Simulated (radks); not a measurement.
# The Coulomb parameter U of the 4f shell of Pr³⁺

Aim: U as the second difference [E(n + 0.5) + E(n − 0.5) − 2E(n)]/0.5², with all orbitals relaxed. Bare: the atom's charge changes with n. Screened: the 6p shell takes up the change. The start is a model configuration, not necessarily the ground state.

Method: Dirac Kohn-Sham, PBE, spin-unpolarised, spherical densities, finite nucleus; open shells are shared between the two j in proportion to 2j + 1. Code: radks (a radial shooting solver on a logarithmic mesh, Libxc functionals) version 1.

**1. What is computed**

| Property | Result |
| --- | --- |
| element | praseodymium (Z = 59) |
| charge | +3 |
| electrons | 56 |
| configuration | [Xe] 4f1 6p1 |
| nuclear rms radius | 4.8919 fm |

The outer shells:

Pr³⁺
```
[Xe] core
4f [↑ ][  ][  ][  ][  ][  ][  ]
6p [↑ ][  ][  ]
```

**2. Start: [Xe] 4f1 6p1**

Settings of this run:

```text
Z 59
configuration [Xe] 4f1 6p1
relativity Dirac
functional pbe,pbe
spin unpolarised
j_filling average
nucleus finite rms 4.8919 fm
c 137.035999084
```

**3. Bare +0.5: [Xe] 4f1.5 6p1**

Input: that of step 2 with these lines changed.

```diff
@@ -1,3 +1,3 @@
 Z 59
-configuration [Xe] 4f1 6p1
+configuration [Xe] 4f1.5 6p1
 relativity Dirac
```

**4. Bare -0.5: [Xe] 4f0.5 6p1**

Input: that of step 3 with these lines changed.

```diff
@@ -1,3 +1,3 @@
 Z 59
-configuration [Xe] 4f1.5 6p1
+configuration [Xe] 4f0.5 6p1
 relativity Dirac
```

**5. Screened +0.5: [Xe] 4f1.5 6p0.5**

Input: that of step 4 with these lines changed.

```diff
@@ -1,3 +1,3 @@
 Z 59
-configuration [Xe] 4f0.5 6p1
+configuration [Xe] 4f1.5 6p0.5
 relativity Dirac
```

**6. Screened -0.5: [Xe] 4f0.5 6p1.5**

Input: that of step 5 with these lines changed.

```diff
@@ -1,3 +1,3 @@
 Z 59
-configuration [Xe] 4f1.5 6p0.5
+configuration [Xe] 4f0.5 6p1.5
 relativity Dirac
```

Q: Predict the outcome of this session.

**Answer**, as computed:

| quantity | value (eV) |
| --- | --- |
| U, bare | 18.969 |
| U, screened by 6p | 9.105 |

In words: Letting 6p compensate leaves 48 % of the bare value; this second difference measures U(4f,4f) + U(6p,6p) − 2U(4f,6p). A solid screens further than the bare atom, so the bare value is an upper guide for the U of a crystal.
